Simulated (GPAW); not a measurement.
# WS (Pm-3m) in GPAW: a series of runs

The runs below take WS through relaxation of cell and atoms, single point, with PBEsol+D3(BJ)+ATM, PBEsol+D4, PBE.

All numbers are computed with GPAW 26.7.0; they aren't measurements. Logs are shortened: lines on timing, memory, paths and dates and some standing lists are left out, and cuts for length are marked. The log counts tension as positive stress, the text compression.

### Step 1. The crystal as given

The structure is cubic, space group Pm-3m (No. 221). Conventional cell: a = 3.008 Å, b = 3.008 Å, c = 3.008 Å, α = 90.00°, β = 90.00°, γ = 90.00°. Around W (site symmetry m-3m) lie 8 S at 2.60 Å. Around S (site symmetry m-3m) lie 8 W at 2.60 Å.

The cell was built by a generator and needn't be a form met in nature.

### Step 2. Relaxation of cell and atoms, PBEsol+D3(BJ)+ATM

The input, run.py:

```python
from ase import Atoms
from ase.calculators.mixing import SumCalculator
from ase.filters import FrechetCellFilter
from ase.io import write
from ase.optimize import BFGS
from dftd3.ase import DFTD3
from gpaw import GPAW, PW, setup_paths

setup_paths.insert(0, '.')

atoms = Atoms(['W', 'S'],
              cell=[[3.00789, 0.0, 0.0],
                    [0.0, 3.00789, 0.0],
                    [0.0, 0.0, 3.00789]],
              scaled_positions=[[0.5, 0.5, 0.5],
                                [0.0, 0.0, 0.0]],
              pbc=True)

calc = GPAW(mode=PW(600),
            xc='PBEsol',
            kpts={'size': (9, 9, 9), 'gamma': True},
            occupations={'name': 'fermi-dirac', 'width': 0.05},
            nbands=20,
            convergence={'density': 1e-05, 'forces': 0.0001},
            maxiter=150,
            txt='gpaw.txt')
atoms.calc = SumCalculator([calc, DFTD3(damping='d3bj', params_tweaks=dict(method='pbesol', atm=True))])
opt = BFGS(FrechetCellFilter(atoms), trajectory='relax.traj', logfile='-')
done = opt.run(fmax=0.02, steps=60)
calc.write('gs.gpw')
write('result.traj', atoms)
print('Converged:', done)
print('Cell:', atoms.cell.cellpar().round(4))
print('Volume:', round(atoms.get_volume(), 4))
print(atoms.get_scaled_positions().round(5))
```

Potentials or basis: PAW data sets generated in the run's folder for this functional, pw.

Command:

```sh
gpaw-setup -f PBEsol S W
OMP_NUM_THREADS=1 python run.py
```

gpaw.txt:

```text
__  _  _
 | _ |_)|_||  |
 |__||  | ||/\| - 26.7.0

Input parameters:
  mode=PW(ecut=600.0),
  convergence={'density': 1e-05, 'forces': 0.0001},
  kpts=MonkhorstPack(size=(9, 9, 9), gamma=True),
  maxiter=150,
  nbands=20,
  occupations=Occupations(name='fermi-dirac', width=0.05),
  xc=XC(name='PBEsol')

Diagonalizing LCAO Hamiltonian
Converting LCAO to pw mode
   .------.
  /|      |
 * |      |
 | | W    |
 | .------.
 |/      /
 S------*

Atoms  # Å, Bohr magnetons
|   | symbol |        x |        y |        z |    initial magnetic moments |
|---|--------|----------|----------|----------|-----------------------------|
| 0 |      W | 1.503945 | 1.503945 | 1.503945 | ( 0.0000,  0.0000,  0.0000) |
| 1 |      S | 0.000000 | 0.000000 | 0.000000 | ( 0.0000,  0.0000,  0.0000) |

Unit cell  # Å
| periodic |        x |        y |        z |  lengths |    angles |
|----------|----------|----------|----------|----------|-----------|
|      yes | 3.007890 | 0.000000 | 0.000000 | 3.007890 | 90.000000 |
|      yes | 0.000000 | 3.007890 | 0.000000 | 3.007890 | 90.000000 |
|      yes | 0.000000 | 0.000000 | 3.007890 | 3.007890 | 90.000000 |

Number of symmetries: 48
Symmetry operations  # r_c * U_cc + t_c -> r_c
|    | kind |            matrix            |
|----|------|------------------------------|
|  0 |  E   |  1, 0, 0,  0, 1, 0,  0, 0, 1 |
|  1 |  σ   |  1, 0, 0,  0, 1, 0,  0, 0,-1 |
|  2 |  σ   |  1, 0, 0,  0, 0, 1,  0, 1, 0 |
|  3 |  C4  |  1, 0, 0,  0, 0, 1,  0,-1, 0 |
|  4 |  C4  |  1, 0, 0,  0, 0,-1,  0, 1, 0 |
|  5 |  σ   |  1, 0, 0,  0, 0,-1,  0,-1, 0 |
|  6 |  σ   |  1, 0, 0,  0,-1, 0,  0, 0, 1 |
|  7 |  C2  |  1, 0, 0,  0,-1, 0,  0, 0,-1 |
|  8 |  σ   |  0, 1, 0,  1, 0, 0,  0, 0, 1 |
|  9 |  C2  |  0, 1, 0,  1, 0, 0,  0, 0,-1 |
| 10 |  C3  |  0, 1, 0,  0, 0, 1,  1, 0, 0 |
| 11 |  S6  |  0, 1, 0,  0, 0, 1, -1, 0, 0 |
| 12 |  S6  |  0, 1, 0,  0, 0,-1,  1, 0, 0 |
| 13 |  C3  |  0, 1, 0,  0, 0,-1, -1, 0, 0 |
[... 168 lines left out ...]
SCF iterations
|iter     | |      energy | eigst |  dens |force |
|---------|-|-------------|-------|-------|------|
|iter:   1| |  -16.739959 | +0.36 |       |      |
|iter:   2| |  -16.753807 | -1.81 | -1.40 |      |
|iter:   3| |  -16.723363 | -2.47 | -1.44 |      |
|iter:   4| |  -16.726132 | -3.58 | -1.92 |      |
|iter:   5| |  -16.725554c| -3.97 | -2.26 |      |
|iter:   6| |  -16.725579c| -4.99 | -2.66 |      |
|iter:   7| |  -16.725579c| -7.49c| -4.13 |      |
|iter:   8| |  -16.725579c| -8.41c| -4.51 |      |
|iter:   9| |  -16.725579c|-10.05c| -5.90c|      |
|iter:  10| |  -16.725579c|-10.55c| -6.35c|-25.01c|

Converged in 10 steps
Energy contributions relative to reference atoms: (reference = -449482.970504)

Energy contributions:
  Kinetic:           2.605195
  Coulomb:          -1.035867
  Zero:              0.014649
  External:          0.000000
  Xc:              -18.303146
  Entropy:          -0.012818
  Spinorbit:         0.000000
  ----------------------------
  Free energy:     -16.731988
  Extrapolated:    -16.725579
[... 23 lines left out ...]
|         16 |        31.182 |     0.000 |
|         17 |        31.182 |     0.000 |
|        ... |               |           |
|         19 |        32.360 |     0.000 |

No gap
No difference between direct/indirect transitions

Stress tensor  # eV/Ang^3
|         x |         y |        z |
|-----------|-----------|----------|
|  0.049070 | -0.000000 | 0.000000 |
| -0.000000 |  0.049070 | 0.000000 |
|  0.000000 |  0.000000 | 0.049070 |

Forces  # eV/Ang
|        x |        y |       z |
|----------|----------|---------|
| -0.00000 | -0.00000 | 0.00000 |  # W    0
|  0.00000 |  0.00000 | 0.00000 |  # S    1

Interpolating wave functions to new cell

           W

       S

Atoms  # Å, Bohr magnetons
|   | symbol |        x |         y |         z |    initial magnetic moments |
|---|--------|----------|-----------|-----------|-----------------------------|
| 0 |      W | 1.491610 |  1.491610 |  1.491610 | ( 0.0000,  0.0000,  0.0000) |
| 1 |      S | 0.000000 | -0.000000 | -0.000000 | ( 0.0000,  0.0000,  0.0000) |

Unit cell  # Å
| periodic |        x |        y |        z |  lengths |    angles |
|----------|----------|----------|----------|----------|-----------|
|      yes | 2.983221 | 0.000000 | 0.000000 | 2.983221 | 90.000000 |
|      yes | 0.000000 | 2.983221 | 0.000000 | 2.983221 | 90.000000 |
|      yes | 0.000000 | 0.000000 | 2.983221 | 2.983221 | 90.000000 |

Number of symmetries: 48
Symmetry operations  # r_c * U_cc + t_c -> r_c
|    | kind |            matrix            |
|----|------|------------------------------|
|  0 |  E   |  1, 0, 0,  0, 1, 0,  0, 0, 1 |
|  1 |  σ   |  1, 0, 0,  0, 1, 0,  0, 0,-1 |
|  2 |  σ   |  1, 0, 0,  0, 0, 1,  0, 1, 0 |
|  3 |  C4  |  1, 0, 0,  0, 0, 1,  0,-1, 0 |
|  4 |  C4  |  1, 0, 0,  0, 0,-1,  0, 1, 0 |
|  5 |  σ   |  1, 0, 0,  0, 0,-1,  0,-1, 0 |
|  6 |  σ   |  1, 0, 0,  0,-1, 0,  0, 0, 1 |
|  7 |  C2  |  1, 0, 0,  0,-1, 0,  0, 0,-1 |
|  8 |  σ   |  0, 1, 0,  1, 0, 0,  0, 0, 1 |
|  9 |  C2  |  0, 1, 0,  1, 0, 0,  0, 0,-1 |
| 10 |  C3  |  0, 1, 0,  0, 0, 1,  1, 0, 0 |
| 11 |  S6  |  0, 1, 0,  0, 0, 1, -1, 0, 0 |
| 12 |  S6  |  0, 1, 0,  0, 0,-1,  1, 0, 0 |
| 13 |  C3  |  0, 1, 0,  0, 0,-1, -1, 0, 0 |
[... 219 lines left out ...]
|         16 |        31.819 |     0.000 |
|         17 |        31.819 |     0.000 |
|        ... |               |           |
|         19 |        32.912 |     0.000 |

No gap
No difference between direct/indirect transitions

Stress tensor  # eV/Ang^3
|        x |        y |        z |
|----------|----------|----------|
| 0.011109 | 0.000000 | 0.000000 |
| 0.000000 | 0.011109 | 0.000000 |
| 0.000000 | 0.000000 | 0.011109 |

Forces  # eV/Ang
|       x |        y |       z |
|---------|----------|---------|
| 0.00000 |  0.00000 | 0.00000 |  # W    0
| 0.00000 | -0.00000 | 0.00000 |  # S    1

Interpolating wave functions to new cell

           W

       S

Atoms  # Å, Bohr magnetons
|   | symbol |        x |        y |         z |    initial magnetic moments |
|---|--------|----------|----------|-----------|-----------------------------|
| 0 |      W | 1.476319 | 1.476319 |  1.476319 | ( 0.0000,  0.0000,  0.0000) |
| 1 |      S | 0.000000 | 0.000000 | -0.000000 | ( 0.0000,  0.0000,  0.0000) |

Unit cell  # Å
| periodic |         x |         y |         z |  lengths |    angles |
|----------|-----------|-----------|-----------|----------|-----------|
|      yes |  2.952637 | -0.000000 | -0.000000 | 2.952637 | 90.000000 |
|      yes | -0.000000 |  2.952637 | -0.000000 | 2.952637 | 90.000000 |
|      yes |  0.000000 | -0.000000 |  2.952637 | 2.952637 | 90.000000 |

Number of symmetries: 48
Symmetry operations  # r_c * U_cc + t_c -> r_c
|    | kind |            matrix            |
|----|------|------------------------------|
|  0 |  E   |  1, 0, 0,  0, 1, 0,  0, 0, 1 |
|  1 |  σ   |  1, 0, 0,  0, 1, 0,  0, 0,-1 |
|  2 |  σ   |  1, 0, 0,  0, 0, 1,  0, 1, 0 |
|  3 |  C4  |  1, 0, 0,  0, 0, 1,  0,-1, 0 |
|  4 |  C4  |  1, 0, 0,  0, 0,-1,  0, 1, 0 |
|  5 |  σ   |  1, 0, 0,  0, 0,-1,  0,-1, 0 |
|  6 |  σ   |  1, 0, 0,  0,-1, 0,  0, 0, 1 |
|  7 |  C2  |  1, 0, 0,  0,-1, 0,  0, 0,-1 |
|  8 |  σ   |  0, 1, 0,  1, 0, 0,  0, 0, 1 |
|  9 |  C2  |  0, 1, 0,  1, 0, 0,  0, 0,-1 |
| 10 |  C3  |  0, 1, 0,  0, 0, 1,  1, 0, 0 |
| 11 |  S6  |  0, 1, 0,  0, 0, 1, -1, 0, 0 |
| 12 |  S6  |  0, 1, 0,  0, 0,-1,  1, 0, 0 |
| 13 |  C3  |  0, 1, 0,  0, 0,-1, -1, 0, 0 |
[... 219 lines left out ...]
|         16 |        32.636 |     0.000 |
|         17 |        32.636 |     0.000 |
|        ... |               |           |
|         19 |        33.636 |     0.000 |

No gap
No difference between direct/indirect transitions

Stress tensor  # eV/Ang^3
|         x |         y |         z |
|-----------|-----------|-----------|
| -0.042990 | -0.000000 |  0.000000 |
| -0.000000 | -0.042990 | -0.000000 |
|  0.000000 | -0.000000 | -0.042990 |

Forces  # eV/Ang
|       x |        y |        z |
|---------|----------|----------|
| 0.00000 | -0.00000 |  0.00000 |  # W    0
| 0.00000 |  0.00000 | -0.00000 |  # S    1

Interpolating wave functions to new cell

           W

       S

Atoms  # Å, Bohr magnetons
|   | symbol |        x |        y |         z |    initial magnetic moments |
|---|--------|----------|----------|-----------|-----------------------------|
| 0 |      W | 1.477415 | 1.477415 |  1.477415 | ( 0.0000,  0.0000,  0.0000) |
| 1 |      S | 0.000000 | 0.000000 | -0.000000 | ( 0.0000,  0.0000,  0.0000) |

Unit cell  # Å
| periodic |         x |         y |         z |  lengths |    angles |
|----------|-----------|-----------|-----------|----------|-----------|
|      yes |  2.954829 | -0.000000 |  0.000000 | 2.954829 | 90.000000 |
|      yes | -0.000000 |  2.954829 | -0.000000 | 2.954829 | 90.000000 |
|      yes |  0.000000 | -0.000000 |  2.954829 | 2.954829 | 90.000000 |

Number of symmetries: 48
Symmetry operations  # r_c * U_cc + t_c -> r_c
|    | kind |            matrix            |
|----|------|------------------------------|
|  0 |  E   |  1, 0, 0,  0, 1, 0,  0, 0, 1 |
|  1 |  σ   |  1, 0, 0,  0, 1, 0,  0, 0,-1 |
|  2 |  σ   |  1, 0, 0,  0, 0, 1,  0, 1, 0 |
|  3 |  C4  |  1, 0, 0,  0, 0, 1,  0,-1, 0 |
|  4 |  C4  |  1, 0, 0,  0, 0,-1,  0, 1, 0 |
|  5 |  σ   |  1, 0, 0,  0, 0,-1,  0,-1, 0 |
|  6 |  σ   |  1, 0, 0,  0,-1, 0,  0, 0, 1 |
|  7 |  C2  |  1, 0, 0,  0,-1, 0,  0, 0,-1 |
|  8 |  σ   |  0, 1, 0,  1, 0, 0,  0, 0, 1 |
|  9 |  C2  |  0, 1, 0,  1, 0, 0,  0, 0,-1 |
| 10 |  C3  |  0, 1, 0,  0, 0, 1,  1, 0, 0 |
| 11 |  S6  |  0, 1, 0,  0, 0, 1, -1, 0, 0 |
| 12 |  S6  |  0, 1, 0,  0, 0,-1,  1, 0, 0 |
| 13 |  C3  |  0, 1, 0,  0, 0,-1, -1, 0, 0 |
[... 168 lines left out ...]
SCF iterations
|iter     | |      energy | eigst |  dens |force |
|---------|-|-------------|-------|-------|------|
|iter:   1| |  -16.734837 | -3.43 |       |      |
|iter:   2| |  -16.734812 | -6.29 | -2.93 |      |
|iter:   3| |  -16.734685c| -5.32 | -2.97 |      |
|iter:   4| |  -16.734688c| -6.68 | -3.80 |      |
|iter:   5| |  -16.734689c| -7.72c| -4.37 |      |
|iter:   6| |  -16.734690c| -7.46c| -4.70 |      |
|iter:   7| |  -16.734690c| -8.67c| -5.49c|      |
|iter:   8| |  -16.734690c| -9.55c| -5.85c|-24.56c|

Converged in 8 steps
Energy contributions relative to reference atoms: (reference = -449482.970504)

Energy contributions:
  Kinetic:          12.713646
  Coulomb:          -9.187420
  Zero:             -0.000348
  External:          0.000000
  Xc:              -20.253704
  Entropy:          -0.013727
  Spinorbit:         0.000000
  ----------------------------
  Free energy:     -16.741553
  Extrapolated:    -16.734690
[... 23 lines left out ...]
|         16 |        32.577 |     0.000 |
|         17 |        32.577 |     0.000 |
|        ... |               |           |
|         19 |        33.584 |     0.000 |

No gap
No difference between direct/indirect transitions

Stress tensor  # eV/Ang^3
|         x |         y |         z |
|-----------|-----------|-----------|
| -0.038835 |  0.000000 |  0.000000 |
|  0.000000 | -0.038835 | -0.000000 |
|  0.000000 | -0.000000 | -0.038835 |

Forces  # eV/Ang
|       x |        y |        z |
|---------|----------|----------|
| 0.00000 | -0.00000 |  0.00000 |  # W    0
| 0.00000 |  0.00000 | -0.00000 |  # S    1

# Writing to gs.gpw (mode='')
```

Run time: 58 s. Hardware: 1 thread of Arm Neoverse V1, shared host; peak memory 0.2 GiB.

What came out:

```
Free energy                            : -17.8591 eV
Relaxed volume                         : 12.90 Å³/atom
Relaxed cell                           : a = 2.955 Å, b = 2.955 Å, c = 2.955 Å, α = 90.00°, β = 90.00°, γ = 90.00°
Space group after relaxing (to 0.05 Å) : Pm-3m (No. 221)
Energy gained by relaxing              : 30.9 meV/atom
Ionic steps                            : 4
Pressure after relaxing                : 0.0 GPa
Band gap on the k mesh                 : none (metal or under the smearing width)
Dispersion energy per atom             : -0.559 eV
```

The path:
```
step  energy change (eV)  largest force (eV/Å)  pressure (GPa)  volume (Å³)
   1              0.0000                0.0000          -13.58        27.21
   2             -0.0439                0.0000           -7.73        26.55
   3             -0.0617                0.0000            0.62        25.74
   4             -0.0619                0.0000           -0.02        25.80
```

Final structure:
```
CELL_PARAMETERS angstrom
2.95483 0.00000 0.00000
0.00000 2.95483 0.00000
0.00000 0.00000 2.95483
ATOMIC_POSITIONS crystal
W 0.50000 0.50000 0.50000
S 0.00000 0.00000 0.00000
```

Caveat: later steps reuse the first step's grids; pairwise dispersion overbinds metals, which lowers pressure and volume.

### Step 3. Relaxation of cell and atoms, PBEsol+D4

run.py: that of step 2 with these lines changed.

```diff
@@ -5,3 +5,3 @@
 from ase.optimize import BFGS
-from dftd3.ase import DFTD3
+from dftd4.ase import DFTD4
 from gpaw import GPAW, PW, setup_paths
@@ -26,3 +26,3 @@
             txt='gpaw.txt')
-atoms.calc = SumCalculator([calc, DFTD3(damping='d3bj', params_tweaks=dict(method='pbesol', atm=True))])
+atoms.calc = SumCalculator([calc, DFTD4(method='pbesol')])
 opt = BFGS(FrechetCellFilter(atoms), trajectory='relax.traj', logfile='-')
```

Potentials or basis: PAW data sets generated in the run's folder for this functional, pw.

Command:

```sh
gpaw-setup -f PBEsol S W
OMP_NUM_THREADS=1 python run.py
```

Wall time 61 s (1 thread of Arm Neoverse V1, shared host); peak memory 0.18 GiB.

Results (log left out):

- Free energy: -17.5104 eV
- Relaxed volume: 12.99 Å³/atom
- Relaxed cell: a = 2.962 Å, b = 2.962 Å, c = 2.962 Å, α = 90.00°, β = 90.00°, γ = 90.00°
- Space group after relaxing (to 0.05 Å): Pm-3m (No. 221)
- Energy gained by relaxing: 23.2 meV/atom
- Ionic steps: 4
- Pressure after relaxing: 0.0 GPa
- Band gap on the k mesh: none (metal or under the smearing width)
- Dispersion energy per atom: -0.381 eV

Step by step:
| step | energy change (eV) | largest force (eV/Å) | pressure (GPa) | volume (Å³) |
| --- | --- | --- | --- | --- |
| 1 | 0.0000 | 0.0000 | -11.78 | 27.21 |
| 2 | -0.0329 | 0.0000 | -6.68 | 26.64 |
| 3 | -0.0463 | 0.0000 | 0.46 | 25.93 |
| 4 | -0.0464 | 0.0000 | -0.02 | 25.98 |

Final structure:
```
W S
1.0
     2.96160    0.00000    0.00000
     0.00000    2.96160    0.00000
     0.00000    0.00000    2.96160
W S
1 1
Direct
  0.50000 0.50000 0.50000
  0.00000 0.00000 0.00000
```

Levels at points of the mesh, in eV from the Fermi level:
| k point | band 8 | band 9 | band 10 | band 11 | band 12 | band 13 |
| --- | --- | --- | --- | --- | --- | --- |
| (0.00, 0.00, 0.00) | -2.81 | -2.81 | -2.81 | 1.25 | 1.25 | 1.25 |

Caveat: later steps reuse the first step's grids; pairwise dispersion overbinds metals, which lowers pressure and volume.

### Step 4. Single point, PBE

The input, run.py:

```python
from ase.io import read
from gpaw import PW
from gpaw.dft import DFT

atoms = read('WS.cif')

dft = DFT(atoms,
          mode=PW(600),
          xc='PBE',
          kpts={'size': (9, 9, 9), 'gamma': True},
          occupations={'name': 'fermi-dirac', 'width': 0.05},
          nbands=20,
          convergence={'density': 1e-05, 'energy': 1e-05},
          maxiter=150,
          txt='gpaw.txt')
print(f'Energy: {dft.calculate_energy():.6f} eV')
print('Forces (eV/A):')
print(dft.calculate_forces().round(4))
print('Stress (eV/A^3):', dft.calculate_stress().round(6))
dft.write_gpw_file('gs.gpw')
```

The input, WS.cif:

```cif
data_WS
_cell_length_a 3.00789000
_cell_length_b 3.00789000
_cell_length_c 3.00789000
_cell_angle_alpha 90.00000000
_cell_angle_beta 90.00000000
_cell_angle_gamma 90.00000000
_space_group_name_H-M_alt 'P1'
_space_group_name_Hall 'P 1'
_space_group_IT_number 1
loop_
_space_group_symop_operation_xyz
'x,y,z'
loop_
_atom_site_label
_atom_site_type_symbol
_atom_site_symmetry_multiplicity
_atom_site_Wyckoff_symbol
_atom_site_fract_x
_atom_site_fract_y
_atom_site_fract_z
_atom_site_occupancy
W1 W 1 a 0.5000000000 0.5000000000 0.5000000000 1
S1 S 1 a 0.0000000000 0.0000000000 0.0000000000 1
```

Potentials or basis: GPAW PAW data sets (gpaw-data 1.2.1), pw.

Command:

```sh
OMP_NUM_THREADS=1 python run.py
```

Run time: 14 s. Hardware: 1 thread of Arm Neoverse V1, shared host; peak memory 0.14 GiB.

It converged, with:

```
Free energy            : -15.2582 eV
Pressure               : 0.1 GPa
Band gap on the k mesh : none (metal or under the smearing width)
```

Levels at points of the mesh, in eV from the Fermi level:
| k point | band 8 | band 9 | band 10 | band 11 | band 12 | band 13 |
| --- | --- | --- | --- | --- | --- | --- |
| (0.00, 0.00, 0.00) | -2.84 | -2.84 | -2.84 | 1.19 | 1.19 | 1.19 |

Spin-orbit coupling is left out, which matters for the levels of W.

### Step 5. Overview

```tsv
task	level	potentials or basis	cell	optimizer	fmax	max steps	convergence	gap on the mesh (eV)	pressure (GPa)	relaxed volume (Å³/atom)
relaxation of cell and atoms	PBEsol+D3(BJ)+ATM	PAW data sets generated in the run's folder for this functional, pw	relaxed	BFGS	0.02 eV/Å	60	density=1e-05 forces=0.0001	none	0.0	12.90
relaxation of cell and atoms	PBEsol+D4	PAW data sets generated in the run's folder for this functional, pw	relaxed	BFGS	0.02 eV/Å	60	density=1e-05 forces=0.0001	none	0.0	12.99
single point	PBE	GPAW PAW data sets (gpaw-data 1.2.1), pw	as given	-	-	-	-	none	0.1	-
```

Alike in all rows: no spin polarisation; k mesh 9 × 9 × 9; cutoff (eV) 600; smearing fermi-dirac 0.05 eV.

Caveats: later steps reuse the first step's grids (some runs); pairwise dispersion overbinds metals, which lowers pressure and volume (some runs).

Total energies depend on the potentials used, so only differences within one code and one set of settings carry meaning.
